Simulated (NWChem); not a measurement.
# C4H10Si (SMILES CC[Si]CC): levels of theory compared

Wanted: a comparison of 3 runs (HF/STO-3G, HF/3-21G, B3LYP/6-31G*) of C4H10Si. 

The results are computed with NWChem 7.3.0.

## Step 1: The structure to begin with

The species is C4H10Si (15 atoms), meant as a singlet with charge 0. SMILES: `CC[Si]CC`. Geometry: relaxed at PBE0-D4/def2-TZVP. This is one conformer, not always the lowest.

Bond lengths: C1–C2 1.537 Å, C2–Si3 1.904 Å, Si3–C4 1.906 Å, C4–C5 1.522 Å, C1–H6 1.096 Å, C1–H7 1.093 Å, C1–H8 1.093 Å, C2–H9 1.093 Å, C2–H10 1.094 Å, C4–H11 1.096 Å, C4–H12 1.106 Å, C5–H13 1.093 Å, C5–H14 1.094 Å, C5–H15 1.092 Å. Some angles: C1–C2–Si3 105.9°, C2–Si3–C4 101.1°, Si3–C4–C5 122.1°, C1–C2–H9 109.5°, C1–C2–H10 110.1°, Si3–C2–H9 110.0°, Si3–C2–H10 113.7°, C2–C1–H6 112.0°, C2–C1–H7 111.4°, C2–C1–H8 111.7°.

## Step 2: Energy and gradient at HF/STO-3G (run 1)

File test.nw:

```
start test
title "C4H10Si hf"
memory stack 880 mb heap 220 mb global 1100 mb
charge 0

geometry noautosym nocenter noautoz
  C    -0.565500    0.475700    1.789000
  C     0.857300    0.393200    1.213600
  Si    1.018300   -1.351600    0.468900
  C     0.026300   -1.153200   -1.145900
  C    -0.113700    0.189300   -1.850000
  H    -0.789900   -0.368400    2.451300
  H    -0.705100    1.384600    2.379600
  H    -1.321300    0.477500    0.999400
  H     1.584800    0.523700    2.019400
  H     1.017600    1.197300    0.488900
  H     0.379100   -1.925800   -1.839200
  H    -0.966200   -1.529000   -0.833400
  H     0.858800    0.577300   -2.164600
  H    -0.736600    0.115600   -2.746000
  H    -0.565800    0.943000   -1.201700
end

basis spherical bse
  * library STO-3G
end

scf
  thresh 1e-08
  maxiter 80
end

task scf gradient
```

Started as:

```bash
$ nwchem test.nw > test.out
```

The program printed:

```text
[...]
  functions       =    39
[...]
  wavefunction    = RHF
[...]
         Total SCF energy =   -441.012079562580
      One-electron energy =  -1046.703214991471
      Two-electron energy =    385.253685637761
 Nuclear repulsion energy =    220.437449791131
        Time for solution =      5.3s
[...]
                         RHF ENERGY GRADIENTS
    atom               coordinates                        gradient
                 x          y          z           x          y          z
   1 C      -1.068640   0.898943   3.380720    0.012917  -0.007770  -0.010529
   2 C       1.620062   0.743040   2.293371   -0.008881   0.005491   0.010696
   3 Si      1.924308  -2.554154   0.886093   -0.008456   0.000782   0.001478
   4 C       0.049700  -2.179232  -2.165437    0.007813   0.028121  -0.016876
   5 C      -0.214862   0.357725  -3.495993    0.001393  -0.016261   0.010559
   6 H      -1.492695  -0.696175   4.632285   -0.002856  -0.005013   0.004403
   7 H      -1.332446   2.616515   4.496792    0.000637   0.003945   0.003155
   8 H      -2.496895   0.902344   1.888592   -0.004601  -0.000282  -0.004273
   9 H       2.994838   0.989650   3.816113    0.006652  -0.000832   0.005079
  10 H       1.922985   2.262569   0.923887    0.002118   0.004620  -0.008487
  11 H       0.716395  -3.639234  -3.475584    0.001211  -0.011048  -0.001485
[...]
```

Run time: 6.6 s. Hardware: 1 thread of Intel Xeon Platinum 8488C (Sapphire Rapids), shared host; peak memory 0.097 GiB.

## Step 3: Energy and gradient at HF/3-21G (run 2)

File mol.nw:

```
start mol
memory 2200 mb
charge 0

geometry units bohr noautosym nocenter noautoz
  C     -1.06864012     0.89894272     3.38072004
  C      1.62006221     0.74304031     2.29337162
  Si     1.92430811    -2.55415383     0.88609258
  C      0.04969980    -2.17923217    -2.16543717
  C     -0.21486186     0.35772516    -3.49599333
  H     -1.49269467    -0.69617510     4.63228565
  H     -1.33244589     2.61651479     4.49679229
  H     -2.49689513     0.90234422     1.88859229
  H      2.99483796     0.98964957     3.81611294
  H      1.92298530     2.26256909     0.92388710
  H      0.71639517    -3.63923457    -3.47558429
  H     -1.82585338    -2.88939124    -1.57489775
  H      1.62289680     1.09093889    -4.09050117
  H     -1.39197226     0.21845234    -5.18918794
  H     -1.06920704     1.78201174    -2.27088388
end

basis spherical bse
  C library 3-21G
  Si library 3-21G
  H library 3-21G
end

scf
  thresh 1e-08
  maxiter 80
  noprint "final vectors analysis"
end

task scf gradient
```

Started as:

```bash
$ nwchem mol.nw > mol.out
```

The program printed:

```text
[...]
  functions       =    69
[...]
  wavefunction    = RHF
[...]
         Total SCF energy =   -443.791475635100
      One-electron energy =  -1046.562961004567
      Two-electron energy =    382.334051463600
 Nuclear repulsion energy =    220.437433905868
        Time for solution =      5.6s
[...]
                         RHF ENERGY GRADIENTS
    atom               coordinates                        gradient
                 x          y          z           x          y          z
   1 C      -1.068640   0.898943   3.380720    0.018788  -0.004280  -0.009039
   2 C       1.620062   0.743040   2.293372   -0.014125  -0.015278  -0.002719
   3 Si      1.924308  -2.554154   0.886093   -0.014208   0.014048  -0.005097
   4 C       0.049700  -2.179232  -2.165437    0.011524   0.018277   0.008744
   5 C      -0.214862   0.357725  -3.495993    0.001163  -0.015370   0.007229
   6 H      -1.492695  -0.696175   4.632286   -0.001770  -0.004387   0.002566
   7 H      -1.332446   2.616515   4.496792   -0.000916   0.004605   0.003364
   8 H      -2.496895   0.902344   1.888592   -0.004472  -0.000638  -0.003918
   9 H       2.994838   0.989650   3.816113    0.004502   0.000053   0.003990
  10 H       1.922985   2.262569   0.923887    0.001194   0.004121  -0.005041
  11 H       0.716395  -3.639235  -3.475584    0.001497  -0.005582  -0.001961
[...]
```

It took 7.2 s on 1 thread of Intel Xeon Platinum 8488C (Sapphire Rapids), shared host; peak memory 0.098 GiB.

## Step 4: Energy and forces at B3LYP/6-31G(d) (Cartesian functions) (run 3)

File c4h10si.nw:

```
start c4h10si
title "C4H10Si"
memory 2200 mb

geometry units angstroms noautosym nocenter noautoz
C    -0.565500    0.475700    1.789000
C     0.857300    0.393200    1.213600
Si    1.018300   -1.351600    0.468900
C     0.026300   -1.153200   -1.145900
C    -0.113700    0.189300   -1.850000
H    -0.789900   -0.368400    2.451300
H    -0.705100    1.384600    2.379600
H    -1.321300    0.477500    0.999400
H     1.584800    0.523700    2.019400
H     1.017600    1.197300    0.488900
H     0.379100   -1.925800   -1.839200
H    -0.966200   -1.529000   -0.833400
H     0.858800    0.577300   -2.164600
H    -0.736600    0.115600   -2.746000
H    -0.565800    0.943000   -1.201700
end

basis
* library 6-31G*
end

dft
xc b3lyp
mult 1
grid fine
convergence energy 1e-08
iterations 100
mulliken
end

task dft gradient
```

Started as:

```bash
$ nwchem c4h10si.nw > c4h10si.out
```

The program printed:

```text
[...]
          Wavefunction type:  closed shell.
          No. of atoms     :    15
          No. of electrons :    48
[...]
          Charge           :     0
          Spin multiplicity:     1
[...]
          AO basis - number of functions:    99
[...]
              XC Information
              --------------
                         B3LYP Method XC Potential
                     Hartree-Fock (Exact) Exchange  0.200
                        Slater Exchange Functional  0.800 local
                    Becke 1988 Exchange Functional  0.720 non-local
              Lee-Yang-Parr Correlation Functional  0.810
                  VWN I RPA Correlation Functional  0.190 local
[...]
 d= 0,ls=0.0,diis     1   -447.8389527474 -6.68D+02  7.51D-03  5.13D-01     4.8
[...]
 d= 0,ls=0.0,diis     8   -447.8866121165  2.66D-09  2.49D-06  9.56D-08    30.6
         Total DFT energy =     -447.886612116453
      One electron energy =    -1050.326827101607
           Coulomb energy =      428.372632113984
    Exchange-Corr. energy =      -46.369866919960
 Nuclear repulsion energy =      220.437449791131
[...]
  wavefunction    = closed shell
                         DFT ENERGY GRADIENTS
    atom               coordinates                        gradient
                 x          y          z           x          y          z
   1 C      -1.068640   0.898943   3.380720    0.003446  -0.001246  -0.002098
   2 C       1.620062   0.743040   2.293371   -0.003664  -0.002014  -0.000029
   3 Si      1.924308  -2.554154   0.886093   -0.005996   0.007338  -0.002547
   4 C       0.049700  -2.179232  -2.165437    0.001431   0.004507   0.000638
   5 C      -0.214862   0.357725  -3.495993    0.000706  -0.003190   0.002312
   6 H      -1.492695  -0.696175   4.632285    0.000787   0.001177  -0.001716
   7 H      -1.332446   2.616515   4.496792    0.000747  -0.002062  -0.001497
   8 H      -2.496895   0.902344   1.888592    0.001705  -0.000365   0.001114
   9 H       2.994838   0.989650   3.816113   -0.001188  -0.000886  -0.001751
  10 H       1.922985   2.262569   0.923887   -0.000233  -0.002025   0.000609
  11 H       0.716395  -3.639234  -3.475584   -0.000336   0.001092   0.001985
[...]
```

Wall time 38 s (1 thread of Intel Xeon Platinum 8488C (Sapphire Rapids), shared host); peak memory 0.13 GiB.

## Step 5: All runs side by side

```tsv
run	level	Cartesian functions	iteration cap	energy (Eh)	dipole moment (D)	HOMO energy (eV)	LUMO energy (eV)	wall time
1	HF/STO-3G	no	80	-441.012080	0.26	-5.74	6.33	6.6 s
2	HF/3-21G	no	80	-443.791476	1.51	–	–	7.2 s
3	B3LYP/6-31G* (Cartesian functions)	yes	100	-447.886612	1.56	-5.43	-2.04	38 s
```

## Step 6: What came out

| quantity | value |
| --- | --- |
| run 3: total energy | -447.88661 Eh |
| run 3: dipole moment | 1.56 D |
| run 3: HOMO energy | -5.43 eV |
| run 3: LUMO energy | -2.04 eV |
| run 3: HOMO–LUMO gap | 3.39 eV |
| run 3: largest force on an atom | 0.505 eV/Å |

**Reading.** The dipole moment (its size) runs from 0.26 D (HF/STO-3G) to 1.56 D (B3LYP/6-31G*). The two ends differ in method and basis. The two dipoles point in opposite directions. In run 1 the basis is minimal, so the values are rough. All runs together took 52 s, the longest 38 s.
